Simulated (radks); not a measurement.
# Taking charge from the 1s level of Zr⁺ in fractions

What happens to E and to the 1s eigenvalue of Zr⁺ when a fraction of an electron is removed? The exact functional would give straight lines between whole numbers for a frontier level.

Method: scalar-relativistic Kohn-Sham, BLYP, spin-polarised, spherical densities, finite nucleus; open shells are filled with parallel spins first. Code: radks (a radial shooting solver on a logarithmic mesh, Libxc functionals) version 1.

**1. What is computed**

```
element            : zirconium (Z = 40)
charge             : +1
electrons          : 39
configuration      : 1s(up 1, down 1) 2s2 2p6 3s2 3p6 3d10 4s2 4p6 4d2 5s1
nuclear rms radius : 4.2694 fm
```

In the logs a row gives level, spin channel, occupation and eigenvalue; Etot, Ekin, Encl (electron-nucleus), Eh (Hartree) and Exc are energies, all in hartree; err is the last residual, it the number of iterations.

A shell typed twice in an input gives spin up, then spin down.

**2. Start: 1s(up 1, down 1) 2s2 2p6 3s2 3p6 3d10 4s2 4p6 4d2 5s1**

Input:

```text
Z 40
configuration 1s1 1s1 2s2 2p6 3s2 3p6 3d10 4s2 4p6 4d2 5s1
relativity scalar-relativistic
functional b88,lyp
spin polarised
nucleus finite rms 4.2694 fm
c 137.035999084
```

What it wrote:

```text
1s      1   1.0000        -655.41461696
2s      1   1.0000         -91.01884171
2p      1   3.0000         -81.20420449
3s      1   1.0000         -15.10262282
3p      1   3.0000         -11.90657371
3d      1   5.0000          -6.65816748
4s      1   1.0000          -2.25435495
4p      1   3.0000          -1.44594883
4d      1   2.0000          -0.38122606
5s      1   1.0000          -0.38132763
1s      2   1.0000        -655.41407703
2s      2   1.0000         -91.01272213
2p      2   3.0000         -81.19954121
3s      2   1.0000         -15.09851538
3p      2   3.0000         -11.90209469
3d      2   5.0000          -6.65181347
4s      2   1.0000          -2.21635229
4p      2   3.0000          -1.40270015
4d      2   0.0000          -0.32998749
5s      2   0.0000          -0.33527609
Etot -3598.7772660090077
Ekin 3700.4311746926674
Encl -8655.462296656016
Eh 1470.543446211907
Exc -114.28959025756524
err 6.628812019654249e-09
it 19
```

The top filled level is 4d up, -10.374 eV.

Radial moments (bohr):

```
  level  occupation  energy (eV)     <r>  outermost maximum (interpolated)  90 % within  nodes
3d down           5      -181.01  0.4526                             0.347        0.728      0
  4s up           1      -61.344   1.214                              1.08         1.77      3
4s down           1      -60.310   1.209                              1.07         1.77      3
  4p up           3      -39.346   1.371                              1.18         2.04      2
4p down           3      -38.169   1.364                              1.18         2.03      2
  5s up           1      -10.376   3.362                              2.96         4.89      4
  4d up           2      -10.374   2.141                              1.60         3.44      1
4d down           0       -8.979   2.153                              1.58         3.48      1
```

Radial density 4πr²ρ:

```
r (bohr)  4πr²ρ (e/bohr)
 0.00167           1.774
 0.00258           3.770
 0.00397           7.705
 0.00611           14.83
 0.00942           26.03
  0.0145           39.74
  0.0223           49.50
  0.0344           47.87
  0.0530           42.28
  0.0817           52.55
   0.125           60.97
   0.192           41.66
   0.296           41.62
   0.456           39.79
   0.702           14.13
    1.08           9.343
    1.67           5.159
    2.57           1.401
    3.95          0.4071
    6.09         0.03725
```

**3. 0.125 electron removed from 1s**

Input:

```text
Z 40
configuration 1s1 1s0.875 2s2 2p6 3s2 3p6 3d10 4s2 4p6 4d2 5s1
relativity scalar-relativistic
functional b88,lyp
spin polarised
nucleus finite rms 4.2694 fm
c 137.035999084
```

What it wrote:

```text
1s      1   1.0000        -658.04593677
2s      1   1.0000         -91.64903886
2p      1   3.0000         -81.92623609
3s      1   1.0000         -15.29451295
3p      1   3.0000         -12.10227274
3d      1   5.0000          -6.82323147
4s      1   1.0000          -2.33018857
4p      1   3.0000          -1.51594943
4d      1   2.0000          -0.43069857
5s      1   1.0000          -0.41664555
1s      2   0.8750        -657.52815262
2s      2   1.0000         -91.60734015
2p      2   3.0000         -81.89144225
3s      2   1.0000         -15.28419771
3p      2   3.0000         -12.09249069
3d      2   5.0000          -6.81646505
4s      2   1.0000          -2.28954926
4p      2   3.0000          -1.47043623
4d      2   0.0000          -0.37828083
5s      2   0.0000          -0.37017979
Etot -3516.749206834024
Ekin 3614.468925279167
Encl -8474.762674766902
Eh 1456.127390100523
Exc -112.5828474468116
err 6.446903372577206e-09
it 19
```

E − E(step 2, start: 1s(up 1, down 1) 2s2 2p6 3s2 3p6 3d10 4s2 4p6 4d2 5s1) = +2232.1 eV. Highest occupied level: 5s up at -11.338 eV.

**4. 0.25 electron removed from 1s**

Input:

```text
Z 40
configuration 1s1 1s0.75 2s2 2p6 3s2 3p6 3d10 4s2 4p6 4d2 5s1
relativity scalar-relativistic
functional b88,lyp
spin polarised
nucleus finite rms 4.2694 fm
c 137.035999084
```

What it wrote:

```text
1s      1   1.0000        -660.68345099
2s      1   1.0000         -92.28301206
2p      1   3.0000         -82.65305955
3s      1   1.0000         -15.48884557
3p      1   3.0000         -12.30064268
3d      1   5.0000          -6.99100821
4s      1   1.0000          -2.40775701
4p      1   3.0000          -1.58772337
4d      1   2.0000          -0.48201322
5s      1   1.0000          -0.45302166
1s      2   0.7500        -659.60636208
2s      2   1.0000         -92.20283593
2p      2   3.0000         -82.58658720
3s      2   1.0000         -15.47182398
3p      2   3.0000         -12.28525060
3d      2   5.0000          -6.98383151
4s      2   1.0000          -2.36442082
4p      2   3.0000          -1.53993386
4d      2   0.0000          -0.42843877
5s      2   0.0000          -0.40611810
Etot -3434.458970456646
Ekin 3528.2228192893526
Encl -8293.67056320079
Eh 1441.925253503785
Exc -110.93648004899318
err 6.066565847744021e-09
it 20
```

Energy against step 2 (start: 1s(up 1, down 1) 2s2 2p6 3s2 3p6 3d10 4s2 4p6 4d2 5s1): +4471.3 eV. 5s up is the highest filled level (-12.327 eV).

**5. 0.375 electron removed from 1s**

Input:

```text
Z 40
configuration 1s1 1s0.625 2s2 2p6 3s2 3p6 3d10 4s2 4p6 4d2 5s1
relativity scalar-relativistic
functional b88,lyp
spin polarised
nucleus finite rms 4.2694 fm
c 137.035999084
```

What it wrote:

```text
1s      1   1.0000        -663.32689543
2s      1   1.0000         -92.92070654
2p      1   3.0000         -83.38463419
3s      1   1.0000         -15.68555574
3p      1   3.0000         -12.50162114
3d      1   5.0000          -7.16143734
4s      1   1.0000          -2.48698849
4p      1   3.0000          -1.66120331
4d      1   2.0000          -0.53510645
5s      1   1.0000          -0.49042126
1s      2   0.6250        -661.63865187
2s      2   1.0000         -92.79849189
2p      2   3.0000         -83.28474342
3s      2   1.0000         -15.66121882
3p      2   3.0000         -12.48027055
3d      2   5.0000          -7.15385391
4s      2   1.0000          -2.44087426
4p      2   3.0000          -1.61111531
4d      2   0.0000          -0.48039696
5s      2   0.0000          -0.44305225
Etot -3351.9115624153246
Ekin 3441.698243976636
Encl -8112.194117131696
Eh 1427.9407444139238
Exc -109.35643367418902
err 4.431675009988666e-09
it 21
```

Energy against step 2 (start: 1s(up 1, down 1) 2s2 2p6 3s2 3p6 3d10 4s2 4p6 4d2 5s1): +6717.6 eV. 5s up is the highest filled level (-13.345 eV).

**6. 0.5 electron removed from 1s**

Input:

```text
Z 40
configuration 1s1 1s0.5 2s2 2p6 3s2 3p6 3d10 4s2 4p6 4d2 5s1
relativity scalar-relativistic
functional b88,lyp
spin polarised
nucleus finite rms 4.2694 fm
c 137.035999084
```

What it wrote:

```text
1s      1   1.0000        -665.97593260
2s      1   1.0000         -93.56208173
2p      1   3.0000         -84.12094088
3s      1   1.0000         -15.88459030
3p      1   3.0000         -12.70515842
3d      1   5.0000          -7.33447166
4s      1   1.0000          -2.56782194
4p      1   3.0000          -1.73633229
4d      1   2.0000          -0.58992312
5s      1   1.0000          -0.52881417
1s      2   0.5000        -663.61028896
2s      2   1.0000         -93.39328902
2p      2   3.0000         -83.98564293
3s      2   1.0000         -15.85216695
3p      2   3.0000         -12.67744610
3d      2   5.0000          -7.32648710
4s      2   1.0000          -2.51881866
4p      2   3.0000          -1.68391134
4d      2   0.0000          -0.53409968
5s      2   0.0000          -0.48094722
Etot -3269.1134763926143
Ekin 3354.9022297924193
Encl -7930.342529820284
Eh 1414.1769754362695
Exc -107.85015180101948
err 6.89077575652454e-09
it 21
```

E − E(step 2, start: 1s(up 1, down 1) 2s2 2p6 3s2 3p6 3d10 4s2 4p6 4d2 5s1) = +8970.6 eV. Highest occupied level: 5s up at -14.390 eV.

**7. 0.625 electron removed from 1s**

Input:

```text
Z 40
configuration 1s1 1s0.375 2s2 2p6 3s2 3p6 3d10 4s2 4p6 4d2 5s1
relativity scalar-relativistic
functional b88,lyp
spin polarised
nucleus finite rms 4.2694 fm
c 137.035999084
```

What it wrote:

```text
1s      1   1.0000        -668.63014631
2s      1   1.0000         -94.20711717
2p      1   3.0000         -84.86199190
3s      1   1.0000         -16.08590869
3p      1   3.0000         -12.91121884
3d      1   5.0000          -7.51007815
4s      1   1.0000          -2.65020587
4p      1   3.0000          -1.81306253
4d      1   2.0000          -0.64641546
5s      1   1.0000          -0.56817400
1s      2   0.3750        -665.49790247
2s      2   1.0000         -93.98563536
2p      2   3.0000         -84.68895718
3s      2   1.0000         -16.04436865
3p      2   3.0000         -12.87666488
3d      2   5.0000          -7.50170131
4s      2   1.0000          -2.59815620
4p      2   3.0000          -1.75825867
4d      2   0.0000          -0.58949892
5s      2   0.0000          -0.51976888
Etot -3186.0734654538255
Ekin 3267.8443076576905
Encl -7748.1267795168915
Eh 1400.6363741994414
Exc -106.42736779406584
err 5.51591705194368e-09
it 21
```

E − E(step 2, start: 1s(up 1, down 1) 2s2 2p6 3s2 3p6 3d10 4s2 4p6 4d2 5s1) = +11230.2 eV. The top filled level is 5s up, -15.461 eV.

**8. 0.75 electron removed from 1s**

Input:

```text
Z 40
configuration 1s1 1s0.25 2s2 2p6 3s2 3p6 3d10 4s2 4p6 4d2 5s1
relativity scalar-relativistic
functional b88,lyp
spin polarised
nucleus finite rms 4.2694 fm
c 137.035999084
```

What it wrote:

```text
1s      1   1.0000        -671.28908897
2s      1   1.0000         -94.85583407
2p      1   3.0000         -85.60785913
3s      1   1.0000         -16.28948822
3p      1   3.0000         -13.11978657
3d      1   5.0000          -7.68824319
4s      1   1.0000          -2.73409853
4p      1   3.0000          -1.89135553
4d      1   2.0000          -0.70454269
5s      1   1.0000          -0.60847768
1s      2   0.2500        -667.25966492
2s      2   1.0000         -94.57267895
2p      2   3.0000         -85.39424721
3s      2   1.0000         -16.23732934
3p      2   3.0000         -13.07779326
3d      2   5.0000          -7.67948841
4s      2   1.0000          -2.67876273
4p      2   3.0000          -1.83409697
4d      2   0.0000          -0.64655424
5s      2   0.0000          -0.55948173
Etot -3102.8040655604063
Ekin 3180.538175260632
Encl -7565.560929707186
Eh 1387.3203637407755
Exc -105.10167485462759
err 2.546450522348124e-09
it 22
```

Energy against step 2 (start: 1s(up 1, down 1) 2s2 2p6 3s2 3p6 3d10 4s2 4p6 4d2 5s1): +13496.1 eV. The top filled level is 5s up, -16.558 eV.

**9. 0.875 electron removed from 1s**

Input:

```text
Z 40
configuration 1s1 1s0.125 2s2 2p6 3s2 3p6 3d10 4s2 4p6 4d2 5s1
relativity scalar-relativistic
functional b88,lyp
spin polarised
nucleus finite rms 4.2694 fm
c 137.035999084
```

What it wrote:

```text
1s      1   1.0000        -673.95251169
2s      1   1.0000         -95.50837290
2p      1   3.0000         -86.35876821
3s      1   1.0000         -16.49534483
3p      1   3.0000         -13.33088745
3d      1   5.0000          -7.86899149
4s      1   1.0000          -2.81947185
4p      1   3.0000          -1.97118511
4d      1   2.0000          -0.76427194
5s      1   1.0000          -0.64970537
1s      2   0.1250        -668.80383585
2s      2   1.0000         -95.14802442
2p      2   3.0000         -86.10083673
3s      2   1.0000         -16.42999259
3p      2   3.0000         -13.28064442
3d      2   5.0000          -7.85988379
4s      2   1.0000          -2.76042637
4p      2   3.0000          -1.91136358
4d      2   0.0000          -0.70523447
5s      2   0.0000          -0.60003820
Etot -3019.3252303841214
Ekin 3093.0055368940148
Encl -7382.664701014652
Eh 1374.2282321351468
Exc -103.89429839863129
err 7.0281616248934525e-09
it 23
```

Energy against step 2 (start: 1s(up 1, down 1) 2s2 2p6 3s2 3p6 3d10 4s2 4p6 4d2 5s1): +15767.7 eV. 5s up is the highest filled level (-17.679 eV).

**10. 1 electron removed from 1s**

Input:

```text
Z 40
configuration 1s1 1s0 2s2 2p6 3s2 3p6 3d10 4s2 4p6 4d2 5s1
relativity scalar-relativistic
functional b88,lyp
spin polarised
nucleus finite rms 4.2694 fm
c 137.035999084
```

What it wrote:

```text
1s      1   1.0000        -676.62137428
2s      1   1.0000         -96.16539650
2p      1   3.0000         -87.11559192
3s      1   1.0000         -16.70364431
3p      1   3.0000         -13.54470644
3d      1   5.0000          -8.05248997
4s      1   1.0000          -2.90633608
4p      1   3.0000          -2.05255818
4d      1   2.0000          -0.82558650
5s      1   1.0000          -0.69184233
1s      2   0.0000        -669.82685464
2s      2   1.0000         -95.68902587
2p      2   3.0000         -86.80730457
3s      2   1.0000         -16.61866875
3p      2   3.0000         -13.48486810
3d      2   5.0000          -8.04307887
4s      2   1.0000          -2.84250451
4p      2   3.0000          -1.98997923
4d      2   0.0000          -0.76552955
5s      2   0.0000          -0.64132775
Etot -2935.676506063492
Ekin 3005.288079959091
Encl -7199.4687037700605
Eh 1361.351005936015
Exc -102.84688818853783
err 7.859362865126882e-09
it 30
```

E − E(step 2, start: 1s(up 1, down 1) 2s2 2p6 3s2 3p6 3d10 4s2 4p6 4d2 5s1) = +18043.9 eV. The top filled level is 5s up, -18.826 eV.

**11. All runs together**

```
removed (e)  E − E(0) (eV)  eigenvalue (eV)  E minus straight line (eV)
          0          0.000         -17834.7                       0.000
      0.125         2232.1         -17892.3                     -23.389
       0.25         4471.3         -17948.8                     -39.644
      0.375         6717.6         -18004.1                     -48.901
        0.5         8970.6         -18057.8                     -51.337
      0.625        11230.2         -18109.1                     -47.189
       0.75        13496.1         -18157.1                     -36.800
      0.875        15767.7         -18199.1                     -20.711
          1        18043.9         -18226.9                       0.000
```

What this shows: Removing the whole electron costs 18043.9 eV, against 17834.7 eV from minus the starting eigenvalue. Slater's transition state, half an electron removed, gives 18057.8 eV. The trapezoid integral of minus the eigenvalue gives 18049.9 eV over the range, against 18043.9 eV from the energies (Janak's theorem; approximate here, since the scalar-relativistic density holds large components alone). The eigenvalue moves by 392 eV per electron. E bends below the straight line by 51.34 eV at 0.5 electron removed.
